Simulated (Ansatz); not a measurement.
# InNH4 (SMILES [NH2][InH2]): HF/STO-3G

What is the vertical singlet–triplet gap of InNH4 at HF/STO-3G? 

The results are computed with Ansatz 0.2.0.

47 further runs of the same task are left out: 47 set aside as unsound or not needed.

## Step 1: The structure to begin with

InNH4 has 6 atoms, charge 0, and is taken as a singlet. SMILES: `[NH2][InH2]`. The coordinates come from a PBE0-D4/def2-TZVP relaxation.

Bond lengths: N1–In2 2.007 Å, N1–H3 1.006 Å, N1–H4 1.006 Å, In2–H5 1.712 Å, In2–H6 1.712 Å. Angles: N1–In2–H5 115.0°, N1–In2–H6 115.0°, In2–N1–H3 124.3°, In2–N1–H4 124.3°, H5–In2–H6 130.0°, H3–N1–H4 111.3°.

## Step 2: The energy at HF/STO-3G

Input file run.yaml:

```yaml
basis:
  gaussian:
    orbitals: STO-3G
crystal:
  periodic: [false, false, false]
  atoms:
    - {symbol: "N", position_ang: [-0.092200, -1.060500, 0.036600]}
    - {symbol: In, position_ang: [0.095300, 0.935900, -0.048300]}
    - {symbol: H, position_ang: [-0.598000, -1.552900, 0.753400]}
    - {symbol: H, position_ang: [0.311900, -1.697300, -0.629300]}
    - {symbol: H, position_ang: [1.012500, 1.520500, -1.370700]}
    - {symbol: H, position_ang: [-0.687400, 1.790300, 1.212100]}
hamiltonian:
  xc: hf
accuracy: high
output: {orbitals: {seedname: orbitals}}
```

Started as:

```bash
ansatz run run.yaml --threads 1 --pin off --max-ram 3480MiB --events-out events.jsonl --progress --plain --runs-dir runs
```

The log of the run:

```text
Warning: RAYON_NUM_THREADS=1 ignored (pool sized by the plan → 1); use --threads N
Functional definition: HF
  name "HF"
  exchange = exact_x
  correlation = 0
671 factors; integrals over basis functions are off by at most 3.8e-9 eV
mean field evaluation 1: about -156163.1736 eV, gradient 1.8e1 eV
mean field evaluation 2: about -156163.2082 eV, gradient 1.8e1 eV
mean field evaluation 4: about -156164.3837 eV, gradient 1.1e0 eV
mean field evaluation 8: about -156164.3912 eV, gradient 4.8e-6 eV
mean field -156164.39116863 eV, -5738.9355234211 hartree, gradient 2.8e-8 eV, S^2 0.000000; 0 other end points of the search recorded, 0 dependent functions left out
reference -156164.39116863 eV, -5738.9355234211 hartree; 30, 30 occupied and 6, 6 virtual orbitals, 671 factors
Total energy: -156164.39116863 eV, -5738.9355234211 hartree
```

It took 0.97 s on 1 thread of Arm Neoverse N1, shared host.

## Step 3: The triplet, same level

Input file input.yaml:

```yaml
crystal:
  periodic: [false, false, false]
  atoms:
    - {symbol: "N", position_ang: [-0.092200, -1.060500, 0.036600]}
    - {symbol: In, position_ang: [0.095300, 0.935900, -0.048300]}
    - {symbol: H, position_ang: [-0.598000, -1.552900, 0.753400]}
    - {symbol: H, position_ang: [0.311900, -1.697300, -0.629300]}
    - {symbol: H, position_ang: [1.012500, 1.520500, -1.370700]}
    - {symbol: H, position_ang: [-0.687400, 1.790300, 1.212100]}
basis:
  gaussian:
    orbitals: STO-3G
hamiltonian:
  xc: hf
output: {orbitals: {seedname: orbitals}}
accuracy: high
magnetization:
  spin_polarized: true
  initial_magnetization: 2
```

Started as:

```bash
ansatz run input.yaml --threads 1 --pin off --max-ram 3480MiB --events-out events.jsonl --progress --plain --runs-dir runs
```

The log of the run:

```text
Warning: RAYON_NUM_THREADS=1 ignored (pool sized by the plan → 1); use --threads N
[... 4 set-up lines as earlier in the session ...]
671 factors; integrals over basis functions are off by at most 3.8e-9 eV
mean field evaluation 1: about -156158.9986 eV, gradient 9.6e0 eV
mean field evaluation 2: about -156159.0536 eV, gradient 9.6e0 eV
mean field evaluation 4: about -156160.0652 eV, gradient 1.1e0 eV
mean field evaluation 8: about -156160.1019 eV, gradient 2.2e-2 eV
mean field -156160.10188372 eV, -5738.7778951079 hartree, gradient 2.8e-8 eV, S^2 2.039350; 0 other end points of the search recorded, 0 dependent functions left out
reference -156160.10188372 eV, -5738.7778951079 hartree; 31, 29 occupied and 5, 7 virtual orbitals, 671 factors
Total energy: -156160.10188372 eV, -5738.7778951079 hartree
```

Wall time 1.3 s (1 thread of Arm Neoverse N1, shared host); peak memory 0.11 GiB.

## Step 4: What came out

Level: HF/STO-3G.

```
                                        quantity           value
                           singlet: total energy  -5738.93552 Eh
                            singlet: HOMO energy        -7.15 eV
                            singlet: LUMO energy         6.65 eV
                          singlet: HOMO–LUMO gap        13.79 eV
                           triplet: total energy  -5738.77790 Eh
     triplet: HOMO energy (highest over α and β)        -0.57 eV
      triplet: LUMO energy (lowest over α and β)         4.10 eV
                                   triplet: ⟨S²⟩           2.039
vertical energy of the triplet above the singlet        4.289 eV
```

**Reading.** At this shape the triplet lies 4.29 eV (414 kJ/mol) above the singlet. In a minimal basis such a difference can be off by several eV, whatever the method. Relativity is left out (singlet) although the molecule holds a heavy atom. Relativity is left out (triplet) although the molecule holds a heavy atom.
